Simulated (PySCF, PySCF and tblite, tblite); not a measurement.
# C7H9N: telling isomers apart by computed NMR, part 2 of 3

PySCF and tblite. Atoms count from 0. The steps go on from the part before.

### 8 Shieldings, isomer B, conformer 2: PBE0/pcSseg-1

What the job is given:

```
{"job": {"xc": "PBE0", "basis": "pcSseg-1", "kind": "nmr", "pop": false}, "charge": 0, "multiplicity": 1}
C      2.512150    -0.516541     0.110316
C      1.560519     0.592118    -0.315944
C      0.114552     0.235949    -0.105095
C     -0.891001     1.143903    -0.439895
C     -2.210608     0.788733    -0.234258
C     -2.491433    -0.461353     0.298787
C     -1.424380    -1.290888     0.597955
N     -0.160796    -0.955530     0.403373
H      2.309973    -1.421193    -0.455446
H      3.543280    -0.214858    -0.058475
H      2.376611    -0.741976     1.163976
H      1.776978     1.505927     0.245567
H      1.708555     0.823484    -1.375083
H     -0.633329     2.108147    -0.853057
H     -3.009549     1.472602    -0.484325
H     -3.507210    -0.779185     0.475503
H     -1.581311    -2.277311     1.016192
```

The program printed:

```text
coarse grid: 14248 points
cycle   1  E = -326.3907833299  dE =  1.279e+00  |g| = 4.081e-01  |ddm| = 3.848e+00
cycle   2  E = -326.3856921933  dE =  5.091e-03  |g| = 4.592e-01  |ddm| = 9.531e-01
cycle   3  E = -326.4351128390  dE = -4.942e-02  |g| = 7.860e-02  |ddm| = 4.937e-01
cycle   4  E = -326.4360420031  dE = -9.292e-04  |g| = 4.078e-02  |ddm| = 8.854e-02
cycle   5  E = -326.4364159030  dE = -3.739e-04  |g| = 9.719e-03  |ddm| = 5.187e-02
cycle   6  E = -326.4364391208  dE = -2.322e-05  |g| = 3.539e-03  |ddm| = 1.281e-02
cycle   7  E = -326.4364422315  dE = -3.111e-06  |g| = 5.265e-04  |ddm| = 3.395e-03
final grid: 137800 points
cycle   8  E = -326.4824561505  dE = -3.964e-05  |g| = 7.998e-03  |ddm| = 4.116e-02
cycle   9  E = -326.4824524491  dE =  3.701e-06  |g| = 9.005e-03  |ddm| = 1.705e-02
cycle  10  E = -326.4824722037  dE = -1.975e-05  |g| = 1.718e-03  |ddm| = 9.786e-03
cycle  11  E = -326.4824729234  dE = -7.198e-07  |g| = 3.046e-04  |ddm| = 1.919e-03
cycle  12  E = -326.4824729444  dE = -2.094e-08  |g| = 8.488e-05  |ddm| = 3.278e-04
cycle  13  E = -326.4824729459  dE = -1.501e-09  |g| = 3.075e-05  |ddm| = 9.017e-05
cycle  14  E = -326.4824729461  dE = -2.326e-10  |g| = 8.412e-06  |ddm| = 3.498e-05
converged SCF energy = -326.4824729461

GIAO shielding tensors (ppm)
atom      isotropic    diamagn.    paramagn.     s11        s22        s33       span
  0 C      174.411     244.542     -70.131    170.265    174.400    178.568      8.303
  1 C      153.612     248.833     -95.221    137.877    148.530    174.428     36.551
  2 C       19.852     256.309    -236.457    -81.093     -8.872    149.520    230.614
  3 C       58.233     255.421    -197.189    -50.455     56.383    168.770    219.226
  4 C       45.707     252.588    -206.881    -69.771     26.567    180.327    250.098
  5 C       61.554     258.524    -196.970    -50.756     57.062    178.356    229.112
  6 C       31.871     249.612    -217.742    -77.787     27.710    145.689    223.476
  7 N      -82.577     332.334    -414.911   -382.970   -164.712    299.950    682.921
  8 H       30.004      29.538       0.466     25.622     28.173     36.216     10.594
  9 H       30.619      27.000       3.619     25.716     28.572     37.569     11.853
 10 H       30.014      29.542       0.472     25.640     28.184     36.218     10.578
 11 H       28.696      30.712      -2.016     23.194     29.290     33.604     10.410
 12 H       28.693      30.699      -2.006     23.206     29.278     33.594     10.388
 13 H       24.298      33.078      -8.780     20.780     22.750     29.363      8.583
 14 H       23.861      30.212      -6.350     20.653     23.978     26.953      6.300
 15 H       24.481      30.289      -5.808     21.858     24.208     27.376      5.519
 16 H       22.810      30.369      -7.559     18.477     23.192     26.760      8.283
```

Wall time 21 s (1 thread of Arm Neoverse V1, shared host).

In short: HOMO -7.27 eV, LUMO -0.59 eV; dipole 1.85 D.

### 9 Shieldings, isomer B, conformer 3: PBE0/pcSseg-1

What the job is given:

```
{"job": {"xc": "PBE0", "basis": "pcSseg-1", "kind": "nmr", "pop": false}, "charge": 0, "multiplicity": 1}
C      2.520749     0.302708     0.023261
C      1.494979    -0.805034     0.220196
C      0.057402    -0.390934     0.064228
C     -0.362749     0.934233     0.000395
C     -1.715139     1.203164    -0.131676
C     -2.609244     0.147443    -0.194606
C     -2.093628    -1.137556    -0.123070
N     -0.806973    -1.399554     0.000380
H      2.402963     0.770177    -0.951980
H      2.427487     1.065834     0.792734
H      3.524436    -0.111959     0.082676
H      1.679548    -1.614680    -0.489624
H      1.608104    -1.235436     1.219624
H      0.346007     1.744630     0.051603
H     -2.064899     2.224785    -0.184415
H     -3.670229     0.314668    -0.296766
H     -2.741223    -2.004341    -0.168326
```

The program printed:

```text
coarse grid: 14248 points
cycle   1  E = -326.3921167166  dE =  1.275e+00  |g| = 3.995e-01  |ddm| = 3.861e+00
cycle   2  E = -326.3903937703  dE =  1.723e-03  |g| = 4.359e-01  |ddm| = 8.856e-01
cycle   3  E = -326.4348347671  dE = -4.444e-02  |g| = 6.905e-02  |ddm| = 4.252e-01
cycle   4  E = -326.4354737259  dE = -6.390e-04  |g| = 3.942e-02  |ddm| = 7.072e-02
cycle   5  E = -326.4358102709  dE = -3.365e-04  |g| = 9.516e-03  |ddm| = 4.859e-02
cycle   6  E = -326.4358322555  dE = -2.198e-05  |g| = 3.637e-03  |ddm| = 1.354e-02
cycle   7  E = -326.4358356476  dE = -3.392e-06  |g| = 5.042e-04  |ddm| = 3.643e-03
final grid: 137800 points
cycle   8  E = -326.4819473329  dE = -4.710e-05  |g| = 8.032e-03  |ddm| = 4.682e-02
cycle   9  E = -326.4819454788  dE =  1.854e-06  |g| = 8.619e-03  |ddm| = 1.679e-02
cycle  10  E = -326.4819641091  dE = -1.863e-05  |g| = 1.185e-03  |ddm| = 8.675e-03
cycle  11  E = -326.4819644383  dE = -3.292e-07  |g| = 3.713e-04  |ddm| = 1.426e-03
cycle  12  E = -326.4819644710  dE = -3.275e-08  |g| = 8.158e-05  |ddm| = 4.074e-04
cycle  13  E = -326.4819644726  dE = -1.513e-09  |g| = 2.696e-05  |ddm| = 9.634e-05
cycle  14  E = -326.4819644727  dE = -1.633e-10  |g| = 7.117e-06  |ddm| = 2.859e-05
converged SCF energy = -326.4819644727

GIAO shielding tensors (ppm)
atom      isotropic    diamagn.    paramagn.     s11        s22        s33       span
  0 C      174.579     248.256     -73.677    167.685    173.165    182.886     15.201
  1 C      152.319     246.302     -93.984    136.784    148.516    171.656     34.871
  2 C       17.695     256.039    -238.344    -82.031    -10.240    145.355    227.386
  3 C       63.827     255.913    -192.086    -47.501     56.203    182.780    230.281
  4 C       44.652     252.318    -207.666    -71.966     25.284    180.638    252.605
  5 C       61.756     258.641    -196.885    -49.714     56.357    178.624    228.337
  6 C       31.996     249.946    -217.951    -78.483     28.630    145.839    224.322
  7 N      -92.647     331.502    -424.149   -396.155   -166.130    284.344    680.499
  8 H       30.526      30.656      -0.130     26.895     28.541     36.142      9.247
  9 H       30.271      30.593      -0.322     26.186     28.516     36.110      9.924
 10 H       30.248      27.357       2.890     25.298     28.152     37.294     11.996
 11 H       28.487      30.300      -1.813     22.638     28.739     34.084     11.446
 12 H       28.544      29.870      -1.327     23.604     28.406     33.622     10.018
 13 H       24.441      34.615     -10.174     20.273     22.243     30.806     10.533
 14 H       23.796      30.834      -7.038     20.522     23.676     27.190      6.668
 15 H       24.495      30.212      -5.718     21.907     24.193     27.384      5.476
 16 H       22.810      29.450      -6.640     18.649     23.219     26.563      7.914
```

Run time: 23 s. Hardware: 1 thread of Arm Neoverse V1, shared host.

In short: HOMO -7.24 eV, LUMO -0.67 eV; dipole 1.76 D.

### 10 The ensemble, isomer B: properties at PBE0/pcSseg-1

What the job is given:

```
{"job": {"study": "conf", "smiles": "CCc1ccccn1", "search": {"seed": 1282, "n_embed": 60, "ff_keep": 14, "window": 2.5, "nmax": 6, "temps": [250, 298.15, 350], "t_ref": 298.15, "order": 0.001}, "level": {"nmr": {"xc": "PBE0", "basis": "pcSseg-1"}}, "kind": "conf"}, "charge": 0, "multiplicity": 1}
C      2.424994     0.298143     0.351848
C      1.467833     0.430859    -0.834285
C      0.056336     0.176113    -0.392550
C     -0.456767    -1.116560    -0.313809
C     -1.751137    -1.296663     0.140036
C     -2.493277    -0.182531     0.501271
C     -1.894515     1.061549     0.384666
N     -0.659105     1.238450    -0.047870
H      3.447538     0.491280     0.036259
H      2.157726     1.013031     1.126143
H      2.374699    -0.703381     0.774361
H      1.530134     1.442345    -1.235906
H      1.748036    -0.281221    -1.613009
H      0.150203    -1.960135    -0.607472
H     -2.176074    -2.288178     0.210904
H     -3.506218    -0.277408     0.860531
H     -2.427402     1.966338     0.648970
```

The program printed:

```text
conformer  sym    E(xTB)   E(DFT)   G(298.15 K)  weight  dipole/D
    1     C1      0.000    0.000    0.000   0.4547    1.849
    2     Cs      0.569    0.211    0.138   0.3599    1.855
    3     C1      0.956    0.503    0.532   0.1853    1.764

mean shielding (ppm) by class
class atoms           250 K   298.15 K      350 K
  0 C  0            170.761    170.911    171.036
  1 C  1            151.252    151.309    151.357
  2 C  2             17.613     17.642     17.666
  3 C  3             60.089     60.171      60.24
  4 C  4             45.038     45.035     45.033
  5 C  5             61.572     61.577     61.581
  6 C  6             31.683     31.694     31.703
  7 N  7            -86.301    -86.432    -86.544
  8 H  8,9,10        30.344     30.343     30.341
  9 H  11,12         28.726      28.72     28.715
 10 H  13            24.345     24.347     24.349
 11 H  14            23.834     23.834     23.833
 12 H  15            24.486     24.486     24.486
 13 H  16             22.83     22.829     22.828
```

It took 69 s on 1 thread of Arm Neoverse V1, shared host. This counts the runs that the step sums up.

The search (ETKDG and KDG, MMFF94s, GFN2-xTB) embedded 60 structures, kept 3 distinct ones after the force field and 3 after xTB; 3 were carried on (window 2.5 kcal/mol at the search's own energies). Energies: PBE0/pcSseg-1 with D3(BJ).

The conformers at 298 K:

```
no.  group  mirror pair  ΔE xTB  ΔE DFT    ΔG  weight (%)  μ (D)  C0–C1–C2–N7 (°)     A, B, C (GHz)
  1     C1          yes    0.00    0.00  0.00        45.5   1.85               94  4.68, 1.55, 1.29
  2     Cs           no    0.57    0.21  0.14        36.0   1.85                0  4.98, 1.58, 1.22
  3     C1          yes    0.96    0.50  0.53        18.5   1.76              168  4.98, 1.54, 1.20
```

Energies in kcal/mol. ΔG holds xTB vibrations and rotation, symmetry numbers and mirror pairs.

Weights (%) by temperature:

```
no.  250 K  298 K  350 K
  1   47.3   45.5   43.9
  2   36.2   36.0   35.8
  3   16.4   18.5   20.3
```

Other ways of weighting, at the same temperature:

```
                                  scheme    1   2   3  mean μ (D)
                         DFT free energy   45  36  19        1.83
            DFT energy, symmetry counted   56  20  24        1.83
                        DFT energy alone   47  33  20        1.83
            xTB energy, symmetry counted   72  14  14        1.84
                         xTB free energy   62  27  12        1.84
                   lowest conformer only  100   0   0        1.85
                           equal weights   33  33  33        1.82
conformers found from three starts alone  100   0   0        1.85
```

Shifts against references run at the same level ($^{1}$H TMS 31.72, $^{15}$N NH3 267.7, $^{13}$C TMS 186.9 ppm of shielding), by class of atoms, at 298 K:

```
      atoms                                          environment  no. 1  no. 2  no. 3  average
         C2  substituted aromatic carbon next to a ring nitrogen  171.1  167.1  169.2    169.3
         C6                  aromatic CH next to a ring nitrogen  155.5  155.1  154.9    155.2
         C4                                          aromatic CH  142.3  141.2  142.3    141.9
         C3                                          aromatic CH  126.7  128.7  123.1    126.8
         C5                                          aromatic CH  125.4  125.4  125.2    125.3
         C1                          sp3 CH2 on an aromatic ring   37.9   33.3   34.6     35.6
         C0                                        methyl carbon   20.3   12.5   12.3     16.0
        H16   hydrogen on an aromatic CH next to a ring nitrogen   8.86   8.91   8.91     8.89
        H14                           hydrogen on an aromatic CH   7.89   7.86   7.92     7.88
        H13                           hydrogen on an aromatic CH   7.37   7.42   7.28     7.37
        H15                           hydrogen on an aromatic CH   7.23   7.24   7.22     7.23
   H11, H12           hydrogen on an sp3 CH2 on an aromatic ring   2.89   3.02   3.20     3.00
H8, H9, H10                          hydrogen on a methyl carbon   1.27   1.50   1.37     1.37
         N7                          pyridine-type ring nitrogen  354.7  350.3  360.4    354.2
```

Effective distances for nuclear Overhauser effects, ⟨r⁻⁶⟩^(−1/6) over all pairs of two classes (Å): H13···H14 2.48; H14···H15 2.50; H15···H16 2.50; H8···H11 2.61; H11···H13 2.83; H8···H13 3.14.

### 11 GFN2-xTB relaxation, isomer C, conformer 1

What the job is given:

```
{"job": {"xc": "GFN2-xTB", "basis": "xTB", "kind": "relax"}, "charge": 0, "multiplicity": 1}
C     -2.200000    -0.765900    -0.402600
C     -1.437100     0.341600     0.295900
C      0.048300     0.271500    -0.004500
C      0.905100    -0.482900     0.767400
C      2.248900    -0.530600     0.444700
N      2.775400     0.129300    -0.617600
C      1.925500     0.861500    -1.366800
C      0.572100     0.964200    -1.101500
H     -3.267900    -0.696500    -0.154500
H     -2.110200    -0.686600    -1.485000
H     -1.858200    -1.757000    -0.102800
H     -1.585700     0.254900     1.391100
H     -1.835300     1.318300     0.025200
H      0.551400    -1.049500     1.631300
H      2.953500    -1.101900     1.024100
H      2.370900     1.377700    -2.193300
H     -0.063500     1.563900    -1.749100
```

The program printed:

```text
step      E/eV     max force
  0    -611.80995    1.822
  1    -611.87530    0.632
  2    -611.88427    0.196
  3    -611.88847    0.166
  4    -611.89260    0.159
  5    -611.89335    0.063
  6    -611.89375    0.060
  7    -611.89402    0.063
  8    -611.89421    0.044
  9    -611.89435    0.043
 10    -611.89447    0.029
 11    -611.89447    0.029
 12    -611.89451    0.018
 13    -611.89457    0.019
 14    -611.89463    0.020
 15    -611.89468    0.023
 16    -611.89480    0.024
 17    -611.89494    0.029
 18    -611.89507    0.030
 19    -611.89518    0.029
 20    -611.89531    0.026
 21    -611.89547    0.029
 22    -611.89562    0.027
 23    -611.89572    0.019
 24    -611.89579    0.017
 25    -611.89585    0.018
 26    -611.89591    0.018
 27    -611.89596    0.015
 28    -611.89601    0.016
 29    -611.89605    0.017
 30    -611.89609    0.016
 31    -611.89613    0.013
 32    -611.89615    0.010
 33    -611.89617    0.011
 34    -611.89618    0.009
 35    -611.89620    0.008
 36    -611.89621    0.008
 37    -611.89622    0.009
 38    -611.89623    0.010
 39    -611.89624    0.007
 40    -611.89625    0.004
 41    -611.89625    0.003
```

It took 0.24 s on 1 thread of Arm Neoverse V1, shared host.

The energy fell by 0.086 eV, and the atoms moved 0.04 Å (root mean square).

### 12 Shieldings, isomer C, conformer 1: PBE0/pcSseg-1

What the job is given:

```
{"job": {"xc": "PBE0", "basis": "pcSseg-1", "kind": "nmr", "pop": false}, "charge": 0, "multiplicity": 1}
C     -2.182179    -0.765493    -0.407684
C     -1.438250     0.355110     0.322278
C      0.027106     0.293109     0.009060
C      0.897516    -0.474135     0.775164
C      2.234230    -0.531012     0.416898
N      2.738404     0.108207    -0.624731
C      1.913227     0.837742    -1.355916
C      0.560349     0.962748    -1.086627
H     -3.245151    -0.723540    -0.182460
H     -2.050791    -0.670037    -1.483365
H     -1.799802    -1.736758    -0.101302
H     -1.591090     0.248873     1.398218
H     -1.842430     1.320018     0.009553
H      0.537736    -1.015287     1.637726
H      2.940680    -1.116956     0.990898
H      2.363164     1.346257    -2.199065
H     -0.069718     1.573182    -1.716430
```

The program printed:

```text
coarse grid: 14248 points
cycle   1  E = -326.3944699124  dE =  1.274e+00  |g| = 3.820e-01  |ddm| = 3.833e+00
cycle   2  E = -326.3928950129  dE =  1.575e-03  |g| = 4.187e-01  |ddm| = 9.137e-01
cycle   3  E = -326.4339538023  dE = -4.106e-02  |g| = 7.282e-02  |ddm| = 4.484e-01
cycle   4  E = -326.4347088726  dE = -7.551e-04  |g| = 3.831e-02  |ddm| = 8.018e-02
cycle   5  E = -326.4350242819  dE = -3.154e-04  |g| = 1.051e-02  |ddm| = 5.090e-02
cycle   6  E = -326.4350514219  dE = -2.714e-05  |g| = 4.020e-03  |ddm| = 1.418e-02
cycle   7  E = -326.4350554072  dE = -3.985e-06  |g| = 5.082e-04  |ddm| = 3.426e-03
final grid: 137800 points
cycle   8  E = -326.4808866758  dE = -3.978e-05  |g| = 7.665e-03  |ddm| = 3.983e-02
cycle   9  E = -326.4808853634  dE =  1.312e-06  |g| = 8.175e-03  |ddm| = 1.566e-02
cycle  10  E = -326.4809019511  dE = -1.659e-05  |g| = 8.834e-04  |ddm| = 7.794e-03
cycle  11  E = -326.4809021051  dE = -1.540e-07  |g| = 3.050e-04  |ddm| = 1.011e-03
cycle  12  E = -326.4809021221  dE = -1.705e-08  |g| = 1.005e-04  |ddm| = 3.637e-04
cycle  13  E = -326.4809021245  dE = -2.410e-09  |g| = 3.673e-05  |ddm| = 1.307e-04
cycle  14  E = -326.4809021249  dE = -3.386e-10  |g| = 7.910e-06  |ddm| = 3.814e-05
converged SCF energy = -326.4809021249

GIAO shielding tensors (ppm)
atom      isotropic    diamagn.    paramagn.     s11        s22        s33       span
  0 C      164.879     246.907     -82.028    154.168    154.835    185.634     31.466
  1 C      152.150     245.697     -93.548    137.677    146.727    172.045     34.368
  2 C       27.163     261.560    -234.397    -71.919    -26.833    180.242    252.162
  3 C       59.060     255.183    -196.123    -49.680     61.091    165.769    215.448
  4 C       30.788     251.135    -220.347    -78.984     26.242    145.106    224.090
  5 N      -85.350     332.109    -417.459   -398.669   -168.350    310.968    709.637
  6 C       30.786     250.932    -220.146    -78.987     26.245    145.101    224.088
  7 C       59.056     254.941    -195.886    -49.673     61.079    165.761    215.434
  8 H       30.284      28.195       2.089     26.419     26.504     37.930     11.511
  9 H       30.590      30.258       0.332     26.095     30.007     35.667      9.572
 10 H       30.590      30.392       0.198     26.094     30.010     35.667      9.572
 11 H       29.077      31.311      -2.234     25.062     28.021     34.149      9.087
 12 H       29.078      31.238      -2.160     25.062     28.022     34.148      9.086
 13 H       24.483      34.144      -9.661     21.589     22.398     29.462      7.873
 14 H       22.817      29.347      -6.530     18.825     22.501     27.126      8.301
 15 H       22.817      28.958      -6.141     18.824     22.502     27.124      8.300
 16 H       24.484      33.833      -9.349     21.591     22.398     29.462      7.872
```

Wall time 23 s (1 thread of Arm Neoverse V1, shared host).

Key values: HOMO -7.26 eV, LUMO -0.60 eV; dipole 2.78 D.

### 13 The ensemble, isomer C: properties at PBE0/pcSseg-1

What the job is given:

```
{"job": {"study": "conf", "smiles": "CCc1ccncc1", "search": {"seed": 1282, "n_embed": 60, "ff_keep": 14, "window": 2.5, "nmax": 6, "temps": [250, 298.15, 350], "t_ref": 298.15, "order": 0.001}, "level": {"nmr": {"xc": "PBE0", "basis": "pcSseg-1"}}, "kind": "conf"}, "charge": 0, "multiplicity": 1}
C     -2.182179    -0.765493    -0.407684
C     -1.438250     0.355110     0.322278
C      0.027106     0.293109     0.009060
C      0.897516    -0.474135     0.775164
C      2.234230    -0.531012     0.416898
N      2.738404     0.108207    -0.624731
C      1.913227     0.837742    -1.355916
C      0.560349     0.962748    -1.086627
H     -3.245151    -0.723540    -0.182460
H     -2.050791    -0.670037    -1.483365
H     -1.799802    -1.736758    -0.101302
H     -1.591090     0.248873     1.398218
H     -1.842430     1.320018     0.009553
H      0.537736    -1.015287     1.637726
H      2.940680    -1.116956     0.990898
H      2.363164     1.346257    -2.199065
H     -0.069718     1.573182    -1.716430
```

The program printed:

```text
conformer  sym    E(xTB)   E(DFT)   G(298.15 K)  weight  dipole/D
    1     Cs      0.000    0.000    0.000   1.0000    2.780

mean shielding (ppm) by class
class atoms           250 K   298.15 K      350 K
  0 C  0            164.879    164.879    164.879
  1 C  1             152.15     152.15     152.15
  2 C  2             27.163     27.163     27.163
  3 C  3,7           59.058     59.058     59.058
  4 C  4,6           30.787     30.787     30.787
  5 N  5             -85.35     -85.35     -85.35
  6 H  8,9,10        30.488     30.488     30.488
  7 H  11,12         29.077     29.077     29.077
  8 H  13,16         24.483     24.483     24.483
  9 H  14,15         22.817     22.817     22.817
```

Wall time 24 s (1 thread of Arm Neoverse V1, shared host). This counts the runs that the step sums up.

The search (ETKDG and KDG, MMFF94s, GFN2-xTB) embedded 60 structures, kept 1 distinct ones after the force field and 1 after xTB; 1 was carried on (window 2.5 kcal/mol at the search's own energies). Energies: PBE0/pcSseg-1 with D3(BJ).

The conformers at 298 K:

```
no.  group  mirror pair  ΔE xTB  ΔE DFT    ΔG  weight (%)  μ (D)  C0–C1–C2–C3 (°)     A, B, C (GHz)
  1     Cs           no    0.00    0.00  0.00       100.0   2.78              -89  4.77, 1.50, 1.26
```

Energies in kcal/mol. ΔG holds xTB vibrations and rotation, symmetry numbers and mirror pairs.

Shifts against references run at the same level ($^{1}$H TMS 31.72, $^{15}$N NH3 267.7, $^{13}$C TMS 186.9 ppm of shielding), by class of atoms, at 298 K:

```
      atoms                                         environment  average
         C2                         substituted aromatic carbon    159.8
     C4, C6                 aromatic CH next to a ring nitrogen    156.1
     C3, C7                                         aromatic CH    127.9
         C1                         sp3 CH2 on an aromatic ring     34.8
         C0                                       methyl carbon     22.0
   H14, H15  hydrogen on an aromatic CH next to a ring nitrogen     8.90
   H13, H16                          hydrogen on an aromatic CH     7.23
   H11, H12          hydrogen on an sp3 CH2 on an aromatic ring     2.64
H8, H9, H10                         hydrogen on a methyl carbon     1.23
         N5                         pyridine-type ring nitrogen    353.1
```

Effective distances for nuclear Overhauser effects, ⟨r⁻⁶⟩^(−1/6) over all pairs of two classes (Å): H8···H11 2.61; H11···H13 2.75; H13···H14 2.79; H8···H13 3.45.

[end of part 2 of 3]
